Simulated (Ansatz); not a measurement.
**HfH (quartet): from Hartree-Fock to the top rungs at distance Hf1–H2 = 5.149 Å, def2-TZVP**

The task here is to estimate one member of a computed series from the others.

Method: def2-TZVP, core rule «outside noble gas», up to 4 orbitals frozen; program: Ansatz 0.2.0, Gaussian basis.

To be run: UHF; CCSD(T) on ROHF; CCSD(T) on UHF; CISD as a restricted active space (open shells left free, so some higher excitations enter); CCSDT(Q) on ROHF; CCSDT(Q) on UHF; CASSCF and MRCISD+Q, 5 electrons in 5 orbitals; CASSCF and NEVPT2, 5 electrons in 5 orbitals; Full CI.

33 further runs of the same task are left out: 22 for a known fault of the program, 8 that didn't finish, 3 set aside as unsound or not needed. Runs told in other sessions of the task aren't counted.

**The system**

The geometry derives from a PBE0/def2-TZVP stationary point (not a proven minimum). One bond is set to the value named and the two fragments are kept rigid. No spin-orbit coupling is included. Elements past krypton take def2 core potentials.

2 atoms, charge 0, spin multiplicity 4.

Atoms are counted from 1 here; the program's logs count them from 0.

No contacts short enough for the rule that draws bonds.

The first run:

Contents of in.yaml:

```yaml
crystal:
  periodic: [false, false, false]
  atoms:
    - {symbol: Hf, position_ang: [0.000000, 0.000000, 0.000000]}
    - {symbol: H, position_ang: [0.000000, 0.000000, 5.149000]}
basis:
  gaussian: {orbitals: def2-TZVP}
magnetization: {spin_polarized: true, initial_magnetization: 3}
hamiltonian: {xc: hf}
output: {orbitals: {seedname: orbitals}}
```

On the command line:

```console
> ansatz run in.yaml --threads 1 --pin off --events-out ev --progress --plain --max-ram 2393MiB
```

Steps of the session up to this table: UHF; CCSD(T) on ROHF; CCSD(T) on UHF; CISD as a restricted active space (open shells left free, so some higher excitations enter); CCSDT(Q) on ROHF; CCSDT(Q) on UHF; CASSCF and MRCISD+Q, 5 electrons in 5 orbitals; CASSCF and NEVPT2, 5 electrons in 5 orbitals; Full CI.

One of the session's tables, all rows but one given; the rest of the session is left out.

```
       method  from FCI (meV)
         ROHF         +1668.0
          UHF         +1560.7
         RMP2          +485.1
         UMP2          +421.5
         CISD          +121.2
        RCCSD          +107.3
        UCCSD           +37.3
     RCCSD(T)           +36.6
     UCCSD(T)           -29.9
       RCCSDT            +2.7
       UCCSDT           -62.8
    RCCSDT(Q)            +0.2
    UCCSDT(Q)           -65.1
  CASSCF pair               ?
  NEVPT2 pair          +578.5
  MRCISD pair          +109.6
MRCISD+Q pair           +18.2
          FCI               0
```

Estimate the missing values for CASSCF pair.

The run gave: from FCI (meV): +1303.0. In the column «from FCI (meV)» it lies between NEVPT2 pair (+578.5) and UHF (+1560.7).

Limits of these values: UCCSD(T), UCCSDT, UCCSDT(Q) fall below full CI: unrestricted runs freeze a spin-polarised core, another one than full CI's, and coupled cluster isn't variational. Levels on UHF freeze UHF's core orbitals, full CI those of ROHF, so the U rows can settle a little off it for that reason alone. Restricted and unrestricted rows rest on different reference determinants; a gap between their highest levels can come from leftover correlation error, from unlike frozen cores or from another state.
